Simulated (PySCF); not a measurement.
**[PbO(OH)]+: other functionals and bases at one geometry**

One table from this session's results is given with a row withheld; the runs are named, their logs left out.

Method: several levels, as the steps say, no spin–orbit coupling; program: PySCF 2.14.0.

1 further run of the same task is left out (for a known fault of the program).

### The starting structure

4 atoms, charge 1, spin multiplicity 1.

Bond lengths: Pb1–O2 1.892 Å, Pb1–O3 2.007 Å, O3–H4 0.979 Å. Angles: O2–Pb1–O3 171.6°, Pb1–O3–H4 113.4°.

Geometry (Å):

```xyz
4
charge 1, multiplicity 1
Pb   -0.06654    0.01096    0.44010
O     1.80634   -0.00325    0.16992
O    -1.99108   -0.01607    1.01039
H    -2.61853    0.09744    0.26778
```

Formal oxidation states: Pb +4. An earlier session relaxed this geometry at PBE0, Pb def2-SVP with ECP60, O def2-SVP, H def2-SVP (singlet, point group Cs).

At PBE0 on the finer grid: E = -343.217936 Eh, HOMO -15.00 eV, LUMO -10.52 eV, Mulliken charge on Pb1 +1.36 e, largest force component 0.007 eV/Å. 

Levels to run: wB97X; BLYP; PBE0, TZVP. Hardware: 2 threads of Arm Neoverse N1, shared host.

The first run:

File run.py (the lines that set the calculation):

```python
mol = gto.M(atom='''
Pb    -0.06654     0.01096     0.44010
O      1.80634    -0.00325     0.16992
O     -1.99108    -0.01607     1.01039
H     -2.61853     0.09744     0.26778''',
    basis={'Pb': 'def2-SVP', 'O': 'def2-SVP', 'H': 'def2-SVP'},
    ecp={'Pb': 'def2-SVP'},
    charge=1, spin=0)
mf = dft.RKS(mol, xc='WB97X')
mf.grids.atom_grid = (75, 302)
mf = mf.density_fit()  # fitting sets: Pb def2-universal-JKFIT, O def2-universal-JKFIT, H def2-universal-JKFIT
mf.conv_tol = 1e-08; mf.max_cycle = 55
mf.kernel(dm0)  # dm0: the density of the relaxed state
```

Command:

```sh
$ OMP_NUM_THREADS=2 python run.py
```

Among the steps run: wB97X; BLYP; PBE0, TZVP.

One table of the session follows, with a row left open; its other results are not shown here.

| level | HOMO (eV) | gap (eV) | charge on Pb1 (e) | dipole (D) | largest force component (eV/Å) |
| --- | --- | --- | --- | --- | --- |
| PBE0 (relaxed here) | -15.00 | 4.48 | 1.36 | 3.89 | 0.01 |
| wB97X | ? | ? | ? | ? | ? |
| BLYP | -13.27 | 1.84 | 1.22 | 3.74 | 0.97 |
| PBE0, TZVP | -14.98 | 4.58 | 1.42 | 3.84 | 1.33 |

Q: Estimate the row for wB97X from the others.

**Answer.** HOMO (eV): -17.44; gap (eV): 9.00; charge on Pb1 (e): 1.37; dipole (D): 3.88; largest force component (eV/Å): 0.31. In the column «HOMO (eV)» it is the lowest.

The dipole of a charged species depends on the origin, so these sizes hold for this origin alone.

In one basis the HOMO–LUMO gap runs from 1.84 eV (BLYP) to 9.00 eV (wB97X). The largest leftover force, 1.33 eV/Å with PBE0, TZVP, stands at a geometry relaxed at another level. Total energies of different levels can't be compared.
